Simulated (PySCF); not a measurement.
# H2HgS2 (Hg(SH)2): the cost of one run

The runs use PySCF 2.14.0; several levels, as the steps say, no spin–orbit coupling.

1 further run of the same task is left out (for a known fault of the program).

## 1. The system as given

5 atoms, charge 0, spin multiplicity 1.

Bond lengths: Hg1–S2 2.344 Å, Hg1–S4 2.344 Å, S2–H3 1.352 Å, S4–H5 1.352 Å. Angles: S2–Hg1–S4 178.6°, Hg1–S2–H3 94.4°, Hg1–S4–H5 94.4°.

Coordinates:

| atom | x (Å) | y (Å) | z (Å) |
| --- | --- | --- | --- |
| Hg1 | 0.00000 | 0.00000 | 0.49039 |
| S2 | 2.31813 | 0.34703 | 0.51871 |
| H3 | 2.57312 | -0.57776 | -0.43450 |
| S4 | -2.31813 | -0.34703 | 0.51871 |
| H5 | -2.57312 | 0.57776 | -0.43450 |

Formal oxidation states: Hg +2. An earlier session relaxed this geometry at PBE0, Hg def2-SVP with ECP60, S def2-SVP, H def2-SVP (singlet, point group C1).

At PBE0 on the finer grid: E = -950.575969 Eh, HOMO -7.28 eV, LUMO -1.35 eV, Mulliken charge on Hg1 +0.36 e, largest force component 0.005 eV/Å. 

Levels to run: revPBE; CAM-B3LYP; PBE0, TZVP. Hardware: 2 threads of Arm Neoverse V2, shared host.

## 2. revPBE

Contents of run.py (the lines that set the calculation):

```python
mol = gto.M(atom='''
Hg     0.00000     0.00000     0.49039
S      2.31813     0.34703     0.51871
H      2.57312    -0.57776    -0.43450
S     -2.31813    -0.34703     0.51871
H     -2.57312     0.57776    -0.43450''',
    basis={'Hg': 'def2-SVP', 'S': 'def2-SVP', 'H': 'def2-SVP'},
    ecp={'Hg': 'def2-SVP'},
    charge=0, spin=0)
mf = dft.RKS(mol, xc='PBE_R,PBE')
mf.grids.atom_grid = (75, 302)
mf = mf.density_fit()  # fitting sets: Hg def2-universal-JKFIT, S def2-universal-JKFIT, H def2-universal-JKFIT
mf.conv_tol = 1e-08; mf.max_cycle = 55
mf.kernel(dm0)  # dm0: the density of the relaxed state
```

On the command line:

```bash
$ OMP_NUM_THREADS=2 python run.py
```

**Question.** How long does this run take on 2 threads of Arm Neoverse V2, shared host?

About 1.9 s.
